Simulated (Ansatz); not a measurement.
Working through a rigid scan of one bond length of ClGeH, SMILES [Cl][GeH]

Program: the Ansatz DFT code, driven from Python.

The script reads `clgeh.xyz`:
```text
3

Cl    1.27320   -1.05600    0.57360
Ge   -0.59810   -0.27810   -0.35460
H    -0.68600    1.26940   -0.23230
```

Notebook, run cell by cell (the value of a cell's last expression is shown):

```python
import ansatz as az
import matplotlib.pyplot as plt
import numpy as np

geometry = az.Crystal.molecule_from_extxyz('clgeh.xyz')
```

```python
symbols = [site.symbol for site in geometry.cartesian_sites]
start = np.array([site.position_ang for site in geometry.cartesian_sites])
axis = (start[2] - start[1]) / np.linalg.norm(start[2] - start[1])
moving = [2]
lengths, energies = [1.368, 1.43, 1.493, 1.555, 1.617, 1.679, 1.741, 1.835], []
for length in lengths:
    xyz = start.copy()
    xyz[moving] += (length - np.linalg.norm(start[2] - start[1])) * axis
    point = az.Crystal.molecule()
    for symbol, place in zip(symbols, xyz):
        point = point.atom(symbol, place.tolist())
    model = (
        point.calculation()
        .basis(gaussian='def2-SVP')
        .functional('r2SCAN')
    )
    report = model.run().report
    energies.append(report['free_energy_ev'])
    print(f'r = {length:6.3f} A  E = {energies[-1]:.5f} eV  <S^2> = {abs(report["mean_field"]["state"]["spin_squared"]):.3f}')

# quartic fit about the minimum
fit = np.polynomial.Polynomial.fit(lengths, np.array(energies) - min(energies), 4).convert()
roots = [r.real for r in fit.deriv().roots() if abs(r.imag) < 1e-9 and fit.deriv(2)(r.real) > 0]
r_e = min(roots, key=lambda r: abs(r - lengths[int(np.argmin(energies))]))
print(f'minimum of the fit at {r_e:.4f} A, force constant {fit.deriv(2)(r_e):.2f} eV/A^2')
plt.figure(figsize=(4.5, 3))
plt.plot(lengths, np.array(energies) - min(energies), 'o-')
plt.xlabel('bond length (A)')
plt.ylabel('E - E(min) (eV)')
plt.tight_layout()
plt.savefig('scan.png', dpi=100)
```

    r =  1.368 A  E = -69044.57316 eV  <S^2> = 0.000
    r =  1.430 A  E = -69044.84409 eV  <S^2> = 0.000
    r =  1.493 A  E = -69045.01318 eV  <S^2> = 0.000
    r =  1.555 A  E = -69045.09892 eV  <S^2> = 0.000
    r =  1.617 A  E = -69045.12319 eV  <S^2> = 0.000
    r =  1.679 A  E = -69045.10046 eV  <S^2> = 0.000
    r =  1.741 A  E = -69045.04207 eV  <S^2> = 0.000
    r =  1.835 A  E = -69044.90488 eV  <S^2> = 0.000
    minimum of the fit at 1.6148 A, force constant 12.20 eV/A^2

Caveats:
- Total energies depend on the basis set; only differences at equal settings carry meaning.
- The rest of the molecule is held rigid at a force-field or estimated start geometry, and the basis set is modest; single-reference methods fail as a bond breaks.
- The orbitals are restricted, so S² is zero by construction.
- It ran for 13 s on 1 thread of Arm Neoverse V2, on a shared host, peak memory 0.21 GiB.
